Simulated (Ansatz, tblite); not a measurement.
## A script for Si (GFN1-xTB)

These are simulated results from tblite 0.8.0, not measurements. The cell began as a database structure and was relaxed with r2SCAN in plane waves (Ansatz 0.2.0). All runs are without spin polarisation.

It is cubic, Fd-3m (No. 227); conventional cell a = 5.444 Å, 20.17 Å³ an atom. Si has 4 Si at 2.36 Å.

tblite solves periodic systems at the zone centre alone, so the script builds a cluster of 2×2×2 conventional cells (64 atoms), which folds in a coarse mesh of k points.

Input script:

```python
import json
from ase import Atoms
from ase.build import make_supercell
from ase.units import Bohr, GPa, Hartree
from tblite.interface import Calculator

atoms = Atoms(['Si', 'Si'],
              cell=[[-0.0, 2.72212, 2.72212], [2.72212, -0.0, 2.72212], [2.72212, 2.72212, -0.0]],
              scaled_positions=[[0.25, 0.25, 0.25], [0.0, -0.0, -0.0]],
              pbc=True)
cluster = make_supercell(atoms, [[-2, 2, 2], [2, -2, 2], [2, 2, -2]])
calc = Calculator('GFN1-xTB', cluster.numbers, cluster.positions / Bohr, lattice=cluster.cell[:] / Bohr, periodic=cluster.pbc)
calc.set('temperature', 0.02 / Hartree)
calc.set('max-iter', 150)
res = calc.singlepoint()
levels = res.get('orbital-energies') * Hartree
nv = round(res.get('orbital-occupations').sum() / 2)
cells = len(cluster) // len(atoms)
out = {'energy_per_cell': res.get('energy') * Hartree / cells, 'homo': levels[nv - 1], 'lumo': levels[nv],
       'stress': (-res.get('virial') * Hartree / cluster.get_volume() / GPa).tolist(), 'charges': res.get('charges')[:len(atoms)].tolist(), 'electrons': 2 * nv / cells}
json.dump(out, open('results.json', 'w'))
for key, value in out.items():
    print(key, value)
```

Command: `python run.py`. It took 3.3 s on 1 thread of Arm Neoverse V1 (shared host), peak memory 0.14 GiB.

Output:

```
------------------------------------------------------------
  cycle        total energy    energy error   density error
------------------------------------------------------------
      1     -116.6715636535  -1.1729608E+02   4.7886201E-01
      2     -117.1779677242  -5.0640407E-01   3.2733220E-01
      3     -117.1354461735   4.2521551E-02   1.5220507E-01
      4     -117.4661259381  -3.3067976E-01   1.0321160E-03
      5     -117.4661495097  -2.3571575E-05   1.6129354E-04
      6     -117.4661529128  -3.4030343E-06   4.3518284E-06
      7     -117.4661529133  -5.8918204E-10   7.6091546E-07
------------------------------------------------------------

 total:                                   2.585 sec
energy_per_cell -99.88802599132367
homo -6.955911916856729
lumo -6.530761809376563
stress [[10.531342211817682, 5.199363600658478e-07, 5.199364379513182e-07], [5.199363596942162e-07, 10.531342211817748, 5.199364127851257e-07], [5.199364383250967e-07, 5.199364129432445e-07, 10.531342211817753]]
charges [1.5627252864081065e-05, -2.352481780620863e-05]
electrons 8.0
```

The cycle table is in hartree for the whole cluster, and the lines after it are in eV (the energy for one cell). The printed stress is in GPa and positive in compression, and the pressure is its mean diagonal.

GFN1-xTB gives a gap of 0.43 eV. On the same cell, plane-wave PBE (Ansatz, 8×8×8 k points and the special points) gives a gap of 0.58 eV and r2SCAN a gap of 0.77 eV; on shared hosts these took about 1.1 and 2.7 core-seconds on the 2-atom cell, against 3.3 for the script. Semilocal gaps usually lie below measured ones. xTB was fitted to molecules, so gaps, charges and pressures of solids can be far off, and the gap also depends on the size of the cluster.

The same script was run on cells scaled at fixed shape and fractional coordinates:

| volume (Å³/atom) | energy (meV/atom) | pressure (GPa, positive in compression) | gap (eV) |
| --- | --- | --- | --- |
| 17.75 | 317.5 | 34.06 | 0.20 |
| 18.96 | 114.6 | 20.37 | 0.32 |
| 20.17 | 0.0 | 10.53 | 0.43 |
| 21.38 | -51.4 | 3.48 | 0.52 |
| 22.59 | -58.5 | -1.26 | 0.61 |

A Birch-Murnaghan fit puts the minimum at 22.20 Å³/atom, 10.1 % above the given cell, with a bulk modulus of 85.7 GPa at fixed shape.

xTB was fitted mostly to molecules, and a small cluster samples few k points, so gaps, pressures and kinks along a curve can be far from a solid's.
